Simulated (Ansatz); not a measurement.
This script for Ansatz's Python interface starts 4 runs on Lu₃GaC, space group Pm-3m. What input does the engine get in each?

`drho_lu3gac.py`
```python
"""Density of Lu3GaC less that of its sublattices."""

import warnings

import ansatz
import numpy as np

vectors0 = np.array([
    [4.685745, 0.0, 0.0],
    [0.0, 4.685745, 0.0],
    [0.0, 0.0, 4.685745],
])
sites = [
    ("Lu", (0.5, 0.0, 0.0)),
    ("Lu", (0.0, 0.5, 0.0)),
    ("Lu", (0.0, 0.0, 0.5)),
    ("Ga", (0.5, 0.5, 0.5)),
    ("C", (0.0, 0.0, 0.0)),
]


def crystal_on(cell):
    crystal = ansatz.Crystal(lattice=ansatz.Lattice.of(cell))
    for symbol, position in sites:
        crystal = crystal.atom(symbol, position)
    return crystal


def main() -> None:
    warnings.simplefilter("ignore", ansatz.DeckWarning)

    # same cell, cutoff and mesh for the crystal and its parts
    def solve(crystal):
        return (
            crystal.calculation()
            .functional(ansatz.Functional.LDA)
            .occupations("Marzari-Vanderbilt")
            .basis(460, grid_basis="typed")
            .kpoints(5, 5, 5)
            .density()
            .run(threads=1)
        )


    whole = solve(crystal_on(vectors0))
    difference = whole.density().channels[0].density_e_per_ang3.copy()
    binding = whole.report["free_energy_ev"]
    for element in ["Lu", "Ga", "C"]:
        part = ansatz.Crystal(lattice=ansatz.Lattice.of(vectors0))
        for symbol, position in sites:
            if symbol == element:
                part = part.atom(symbol, position)
        alone = solve(part)
        difference -= alone.density().channels[0].density_e_per_ang3
        binding -= alone.report["free_energy_ev"]
        print(f"{element} sublattice: {alone.report['n_electrons']:g} electrons, {alone.report['n_iterations']} iterations")

    voxel = abs(np.linalg.det(vectors0)) / difference.size
    print(f"energy of the crystal less its unpolarised sublattices: {binding / len(sites):.4f} eV/atom")
    print(f"net charge of the difference {difference.sum() * voxel:.5f} e, charge moved {0.5 * np.abs(difference).sum() * voxel:.3f} e")
    print(f"extremes {difference.min():.4f} and {difference.max():.4f} e/A^3")
    for (symbol, position) in sites:
        index = tuple(int(round(p * n)) % n for p, n in zip(position, difference.shape))
        print(f"  change of the pseudo-density at the grid point nearest {symbol}: {difference[index]:+.4f} e/A^3")


if __name__ == "__main__":
    main()
```

Run 1:
```yaml
crystal:
  lattice:
    - [4.685745, 0.0, 0.0]
    - [0.0, 4.685745, 0.0]
    - [0.0, 0.0, 4.685745]
  atoms:
    - { symbol: Lu, position: [0.5, 0.0, 0.0] }
    - { symbol: Lu, position: [0.0, 0.5, 0.0] }
    - { symbol: Lu, position: [0.0, 0.0, 0.5] }
    - { symbol: Ga, position: [0.5, 0.5, 0.5] }
    - { symbol: C, position: [0.0, 0.0, 0.0] }
basis:
  ecutwfc: 460.0
  fft_grid_basis: typed
kpoints:
  mp_grid:
    grid: [5, 5, 5]
hamiltonian:
  xc: lda
scf:
  occupations:
    method: cold
output:
  write_density: true
```

Run 2, against run 1:
```diff
-    - { symbol: Ga, position: [0.5, 0.5, 0.5] }
-    - { symbol: C, position: [0.0, 0.0, 0.0] }
```

Run 3, against run 1:
```diff
-    - { symbol: Lu, position: [0.5, 0.0, 0.0] }
-    - { symbol: Lu, position: [0.0, 0.5, 0.0] }
-    - { symbol: Lu, position: [0.0, 0.0, 0.5] }
-    - { symbol: C, position: [0.0, 0.0, 0.0] }
```

Run 4, against run 1:
```diff
-    - { symbol: Lu, position: [0.5, 0.0, 0.0] }
-    - { symbol: Lu, position: [0.0, 0.5, 0.0] }
-    - { symbol: Lu, position: [0.0, 0.0, 0.5] }
-    - { symbol: Ga, position: [0.5, 0.5, 0.5] }
```

Output of `python drho_lu3gac.py`:
```text
Lu sublattice: 75 electrons, 7 iterations
Ga sublattice: 13 electrons, 6 iterations
C sublattice: 4 electrons, 6 iterations
energy of the crystal less its unpolarised sublattices: -3.4722 eV/atom
net charge of the difference 0.00000 e, charge moved 1.106 e
extremes -0.1075 and 0.3838 e/A^3
  change of the pseudo-density at the grid point nearest Lu: -0.1075 e/A^3
  change of the pseudo-density at the grid point nearest Lu: -0.1075 e/A^3
  change of the pseudo-density at the grid point nearest Lu: -0.1075 e/A^3
  change of the pseudo-density at the grid point nearest Ga: +0.3838 e/A^3
  change of the pseudo-density at the grid point nearest C: +0.2157 e/A^3
```

Caveats:
- For a metal this k-point mesh is coarse: on a finer one energies can move by several to tens of meV an atom and pressures by half a GPa or more, differences at one mesh by less.
- Densities and potentials on the grid are those of the valence electrons, and inside the cores they hang on the potentials used.
- The structure comes from a database of computed cells and needn't be a stable or known phase.
- Charge moved counts every rearrangement, bonding and polarisation too, and is no transfer between atoms; the bare sublattices are artificial references. Values near the nuclei depend on the potentials.
- Run time: 10 s on 1 thread of Arm Neoverse V1, on a shared host, peak memory 0.45 GiB.
